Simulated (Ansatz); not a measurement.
CaPb, space group P4/mmm: a comparison of norm-conserving and PAW potentials, run with Ansatz 0.2.0, Python API.

Contents of `capb.vasp`:
```text
CaPb
1.0
   3.56663559    0.00000000    0.00000000
   0.00000000    3.56663559    0.00000000
   0.00000000    0.00000000    4.62751189
Ca Pb
1 1
Direct
   0.00000000    0.00000000    0.00000000
   0.50000000    0.50000000    0.50000000
```

`capb.py`
```python
'''Norm-conserving against PAW potentials for CaPb.'''

import ansatz as az
from ase.io import read
import numpy as np

FUNCTIONAL = 'pbesol'
DISPERSION = 'd3bj'
MESH = (8, 8, 6)
SMEARING = 'cold'
SIGMA = 0.01


def count_gap(report):
    # lowest empty less highest filled band, counting bands; zero where they overlap
    return max(report.get('gap_by_band_count_ev') or 0.0, 0.0)

atoms = read('capb.vasp', format='vasp')
system = az.Crystal.from_ase(atoms)

calculation = (
    system.calculation()
    .functional(FUNCTIONAL, dispersion=DISPERSION)
    .kpoints(*MESH, center='gamma')
    .occupations(SMEARING, width=SIGMA)
    .mixing('msr1', preconditioner='none')
    .scf(self_checks='low')
    .stress()
    .forces()
    .band_table()
)
variants = {
    'PAW': calculation.pseudopotentials('paw'),
    'norm-conserving': calculation.pseudopotentials('nc'),
}
# totals differ by the cores that each treatment holds, so compare what does not depend on them
rows = []
for label, variant in variants.items():
    rep = variant.run(threads=1).report
    levels = np.array(rep['eigenvalues_ev'][0]) - rep['fermi_energy_ev']
    print(label, 'levels at the first k-point near E_F:', np.round(levels[np.abs(levels) < 5], 3))
    rows.append((label, rep['n_electrons'], np.trace(rep['stress_gpa']) / 3, count_gap(rep)))
lines = [','.join(['treatment', 'electrons in bands', 'P GPa', 'gap by band count eV'])] + [','.join(f'{v:.4f}' if isinstance(v, float) else str(v) for v in row) for row in rows]
print('\n'.join(lines))
with open('nc_paw.csv', 'w') as handle:
    handle.write('\n'.join(lines) + '\n')
```

How well do the two treatments of the cores agree on the pressure?

PAW gives -3.448 GPa and norm-conserving -3.486 GPa, 0.037 GPa apart. They took 1.1 and 3.9 s of processor time.

What the script printed:

```console
$ python capb.py
DeckWarning: basis.ecutwfc = 420 eV, auto-derived from the records' recommended cutoffs: set by Ca (normal level)
PAW levels at the first k-point near E_F: [-0.715 -0.11   1.116  3.299  3.299  3.726]
DeckWarning: basis.ecutwfc = 925.187132 eV, auto-derived from the records' recommended cutoffs: set by Ca (normal level)
norm-conserving levels at the first k-point near E_F: [-0.714 -0.115  1.113  3.298  3.298  3.711]
treatment,electrons in bands,P GPa,gap by band count eV
PAW,24.0000,-3.4484,0.0000
norm-conserving,24.0000,-3.4856,0.0000
```
(Warnings from the package without file and line.)

These settings explore the input space; cutoff and mesh may be short of convergence. The computed bands are complete only to about 2.1 eV above the Fermi level. Dispersion corrections can be off by several per cent in the lattices of metals, and by several GPa in the pressure at a fixed cell. The mesh is modest for a metal, so energies can be off by several to tens of meV an atom and pressures by half a GPa or more; differences at equal mesh fare better. A gap by band count of zero or less means overlapping bands, a metal. The structure comes from a database of computed cells and needn't be a stable or known phase. Gaps and levels are Kohn-Sham values on a finite set of k-points, without spin-orbit coupling. Stress is positive in compression. Finished in 5.8 s on 1 thread of AMD EPYC 9R45 96-Core Processor (Zen 5), with other jobs on the host, peak memory 0.56 GiB.

(A comment or docstring line of the script was reworded after the run, the code is as it ran; lines on the test bed's own set-up are left out of the output.)
